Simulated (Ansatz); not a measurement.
**C2H4AlNO: one species, many methods**

One table from this session's results is given with a row withheld; the runs are named, their logs left out.

Method: functionals in def2-TZVPP, the program's frozen cores in correlated methods; program: Ansatz 0.2.0, Gaussian basis.

The runs, in order: LDA (SPW92), PBE-D4, revPBE-D4, BLYP-D4, r2SCAN-D4, B97M-V, PBE0-D4, B3LYP-D4, r2SCANh-D4, r2SCAN0-D4, HSE06-D4, BHLYP-D4, CAM-B3LYP-D4, LC-ωPBE, ωB97X-V, ωB97M-V, B2PLYP, PBE-QIDH; CCSD(T)/def2-SVP; CCSD(T)/def2-TZVPP; MP2/def2-QZVPP; extrapolation to the limit; RPA on PBE.

## The geometry

All runs share one geometry, relaxed beforehand with PBE0-D4 in a triple-zeta def2 set.

SMILES `N=C=C[O][AlH2]`, 9 atoms, charge 0, spin multiplicity 1.

Atoms are counted from 1 here; the program's logs count them from 0.

Bond lengths: N1–C2 1.226 Å, N1–H6 1.022 Å, C2–C3 1.313 Å, C3–O4 1.357 Å, C3–H7 1.085 Å, O4–Al5 1.700 Å, Al5–H8 1.581 Å, Al5–H9 1.574 Å. Angles: C2–N1–H6 114.4°, N1–C2–C3 172.4°, C2–C3–O4 124.7°, C2–C3–H7 119.0°, O4–C3–H7 116.3°, C3–O4–Al5 135.3°, O4–Al5–H8 118.7°, O4–Al5–H9 114.9°, H8–Al5–H9 126.4°.

Set-up of the first run:

in.yaml reads:

```yaml
crystal:
  periodic: [false, false, false]
  atoms:
    - {symbol: N, position_ang: [0.490492, 2.141569, -0.964151]}
    - {symbol: C, position_ang: [0.700463, 0.946123, -0.793676]}
    - {symbol: C, position_ang: [1.052988, -0.285550, -0.503990]}
    - {symbol: O, position_ang: [0.517037, -1.027277, 0.497902]}
    - {symbol: Al, position_ang: [-0.996164, -1.102070, 1.269056]}
    - {symbol: H, position_ang: [-0.256789, 2.348795, -1.629469]}
    - {symbol: H, position_ang: [1.826126, -0.763847, -1.095363]}
    - {symbol: H, position_ang: [-2.174534, -0.203312, 0.719348]}
    - {symbol: H, position_ang: [-1.071118, -2.100631, 2.483343]}
basis:
  gaussian: {orbitals: def2-TZVPP}
hamiltonian: {xc: lda}
output: {orbitals: {seedname: orbitals}}
```

Launch:

```bash
$ ansatz run in.yaml --threads 2 --pin off --events-out ev --progress --plain --max-ram 4352MiB
```

Among the steps run: LDA; PBE-D4 (GGA); revPBE-D4 (GGA); BLYP-D4 (GGA); r2SCAN-D4 (meta-GGA); B97M-V (meta-GGA); PBE0-D4 (hybrid); B3LYP-D4 (hybrid); r2SCANh-D4 (hybrid); r2SCAN0-D4 (hybrid); HSE06-D4 (hybrid); BHLYP-D4 (hybrid); CAM-B3LYP-D4 (range-separated); LC-ωPBE (range-separated); ωB97X-V (range-separated); ωB97M-V (range-separated); B2PLYP (double hybrid); PBE-QIDH (double hybrid).

One of the session's tables, all rows but one given; the rest of the session is left out.

It belongs to the step «Frontier levels by functional». 

```
  functional  HOMO (eV)  gap (eV)
 LDA (SPW92)      -5.16      2.93
      PBE-D4      -4.98      2.97
   revPBE-D4      -4.91      3.00
     BLYP-D4      -4.86      2.96
   r2SCAN-D4      -5.15      3.47
      B97M-V      -5.24      3.31
     PBE0-D4      -6.12      4.88
    B3LYP-D4      -5.94      4.47
  r2SCANh-D4      -5.58      4.17
  r2SCAN0-D4      -6.25      5.21
    HSE06-D4      -5.73      4.11
    BHLYP-D4      -7.21      6.70
CAM-B3LYP-D4          ?         ?
     LC-ωPBE      -8.74      9.51
     ωB97X-V      -8.39      9.03
     ωB97M-V      -8.31      8.66
```

Q: Estimate the row for CAM-B3LYP-D4 from the others.

The run gave: HOMO (eV): -7.45; gap (eV): 7.11. In the column «HOMO (eV)» it lies between ωB97M-V (-8.31) and BHLYP-D4 (-7.21).
